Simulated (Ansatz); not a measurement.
# BaCrF6: the cost of one run

Computed with Ansatz 0.2.0 (DFT LDA+U (U = 4 eV, J = 0.5 eV on Cr d), plane waves, PAW, unless a step's input says otherwise).

## 1. The system as given

Symmetry: R-3m, No. 166, trigonal system. Conventional cell: a = 7.328 Å, b = 7.328 Å, c = 7.137 Å, α = 90.00°, β = 90.00°, γ = 120.00°. Ba (site symmetry -3m) has 12 F at 2.70 to 3.00 Å in its first shell of neighbours. Around Cr (site symmetry -3m) lie 6 F at 1.83 Å. Around F (site symmetry m) lie 1 Cr at 1.83 Å and 1 Ba at 2.70 Å.

As a file:

```cif
data_structure
_symmetry_space_group_name_H-M 'R-3m:H'
_symmetry_Int_Tables_number 166
_cell_length_a 7.3280
_cell_length_b 7.3280
_cell_length_c 7.1370
_cell_angle_alpha 90.000
_cell_angle_beta 90.000
_cell_angle_gamma 120.000
_cell_volume 331.91
loop_
_atom_site_label
_atom_site_type_symbol
_atom_site_symmetry_multiplicity
_atom_site_Wyckoff_symbol
_atom_site_fract_x
_atom_site_fract_y
_atom_site_fract_z
_atom_site_occupancy
Ba1 Ba 3 b 0.00000 0.00000 0.50000 1
Cr1 Cr 3 a 0.00000 0.00000 0.00000 1
F1 F 18 h 0.78767 0.21233 0.47233 1
```

An earlier series on this cell reached its lowest free state from «ferromagnetic start, free, natural orbitals of the symmetric run filled by rank», perhaps among other starts.

## 2. Total moment locked at zero, no site moments, 0.00 μB per cell

Contents of input.yaml:

```yaml
crystal:
  lattice:
    - [3.66399882, 2.1154107, 2.37899982]
    - [-3.66399882, 2.1154107, 2.37899982]
    - [0.0, -4.2308214, 2.37899982]
  atoms:
    - { symbol: Ba, position: [0.5, 0.5, 0.5] }
    - { symbol: Cr, position: [0.0, 0.0, 0.0] }
    - { symbol: F, position: [0.26, 0.897, 0.26] }
    - { symbol: F, position: [0.26, 0.26, 0.897] }
    - { symbol: F, position: [0.897, 0.26, 0.26] }
    - { symbol: F, position: [0.74, 0.103, 0.74] }
    - { symbol: F, position: [0.103, 0.74, 0.74] }
    - { symbol: F, position: [0.74, 0.74, 0.103] }
basis:
  ecutwfc: 420
  ecutrho_ratio: 4
kpoints:
  mp_grid: { grid: [4, 4, 4] }
hamiltonian:
  xc: lda
  hubbard: { sites: [{ site: 1, l: d, u: 4.0, j: 0.5 }] }
scf:
  occupations: { method: gaussian, width: 0.05 }
  lower_state_search: "off"
  max_iter: 150
output:
  forces: true
  stress: true
  eigenvalues: true
  populations: true
  hubbard: { sites: [{ site: 1, l: d }] }
magnetization:
  spin_polarized: true
  initial_magnetization: 0.0
  spin_locking: { lock_magnetization: hard }
```

The lock stays on to the end, so the result is a constrained state unless its moments die out.

Started as:

```console
> ansatz run input.yaml --threads 4 --pin off --max-ram 6144MiB --backend cpu --events-out ev --progress --plain --runs-dir out
```

**Question.** How long does this run take on 4 threads of Arm Neoverse V1, shared host, and how much memory does it need?

About 2.4 s, with a peak of 0.53 GiB.
